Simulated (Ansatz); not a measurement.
# ClF4HW: the cost of one run

Method: RKS LDA/def2-SVP, in Ansatz 0.2.0.

**1. Starting point**

Bond lengths: W1–H2 1.720 Å, W1–Cl3 2.390 Å, W1–F4 1.850 Å, W1–F5 1.850 Å, W1–F6 1.850 Å, W1–F7 1.850 Å. Angles (14 of 15 angles, heavy atoms first): Cl3–W1–F4 90.0°, Cl3–W1–F5 180.0°, Cl3–W1–F6 90.0°, Cl3–W1–F7 90.0°, F4–W1–F5 90.0°, F4–W1–F6 180.0°, F4–W1–F7 90.0°, F5–W1–F6 90.0°, F5–W1–F7 90.0°, F6–W1–F7 90.0°, H2–W1–Cl3 90.0°, H2–W1–F4 90.0°, H2–W1–F5 90.0°, H2–W1–F6 90.0°.

As a file:

```xyz
7

W     0.0000    0.0000    0.0000
H     0.0000    0.0000    1.7200
Cl    2.3900    0.0000    0.0000
F     0.0000    1.8500    0.0000
F    -1.8500    0.0000    0.0000
F     0.0000   -1.8500    0.0000
F     0.0000    0.0000   -1.8500
```

**2. Relaxing the start**

Input file input.yaml:

```yaml
crystal:
  periodic: [false, false, false]
  atoms:
    - { symbol: W, position_ang: [0.0, 0.0, 0.0] }
    - { symbol: H, position_ang: [0.0, 0.0, 1.72] }
    - { symbol: Cl, position_ang: [2.39, 0.0, 0.0] }
    - { symbol: F, position_ang: [0.0, 1.85, 0.0] }
    - { symbol: F, position_ang: [-1.85, 0.0, 0.0] }
    - { symbol: F, position_ang: [0.0, -1.85, 0.0] }
    - { symbol: F, position_ang: [0.0, 0.0, -1.85] }
basis:
  gaussian: { orbitals: def2-SVP }
hamiltonian:
  xc: lda
relax:
  f_tol: 0.02
  max_steps: 40
output:
  orbitals: {}
```

Started as:

```bash
ansatz run input.yaml --threads 2 --pin off --max-ram 3072MiB --backend cpu --events-out ev --progress --plain --runs-dir out
```

What time and memory should one allow on 2 threads of Intel Xeon Platinum 8259CL at 2.50GHz (Skylake/Cascade Lake), shared host?

About 21 s, with a peak of 0.18 GiB.
